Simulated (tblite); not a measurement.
# C5H11NO2Si: the cost of one run

Computed with tblite 0.8.0 and PySCF 2.14.0, with density-fitted response routines of our own, on a single molecule, in the gas phase or a continuum. Atoms are numbered from 0 throughout.

## Step 1: Starting geometry

20 atoms, charge 0, multiplicity 1; geometry from: force field or distance geometry start.

Bonds of the start (Å): C0–C1 1.51, C1–O2 1.23, C1–Si3 1.89, Si3–C4 1.93, C4–O5 1.23, C4–N6 1.39, N6–C7 1.45, N6–C8 1.45, C0–H9 1.08, C0–H10 1.10, C0–H11 1.09, Si3–H12 1.50, Si3–H13 1.49, C7–H14 1.09, C7–H15 1.09, C7–H16 1.10, C8–H17 1.10, C8–H18 1.10, C8–H19 1.09.

## Step 2: Relaxing the molecule with GFN2-xTB

What the job is given:

```
{"job": {"kind": "relax", "xc": "GFN2-xTB", "basis": "xTB"}, "charge": 0, "multiplicity": 1}
C      3.135900    -0.364400     0.573800
C      2.171500     0.797800     0.669400
O      2.110000     1.535200     1.652500
Si     0.998400     1.118600    -0.771000
C     -0.269600    -0.335500    -0.828400
O      0.135700    -1.279500    -1.509500
N     -1.515300    -0.323700    -0.211300
C     -2.412700    -1.442100    -0.421500
C     -2.020600     0.741600     0.640000
H      3.734600    -0.272400    -0.322800
H      2.571500    -1.306500     0.561700
H      3.790300    -0.362200     1.443900
H      0.280000     2.420900    -0.615800
H      1.775300     1.217800    -2.041200
H     -2.639600    -1.907100     0.540400
H     -1.996800    -2.197400    -1.083300
H     -3.346000    -1.065400    -0.861300
H     -2.459000     0.301700     1.544000
H     -2.804800     1.283100     0.093400
H     -1.244100     1.450100     0.943600
```

On the command line:

```
OMP_NUM_THREADS=1 python probes_run.py task.json out
```

One launch serves the whole session: the jobs run in the order shown.

Q: Estimate the wall time and peak memory of this first job on 1 thread of Arm Neoverse V1, shared host.

About 1.3 s, with a peak of 0.18 GiB.
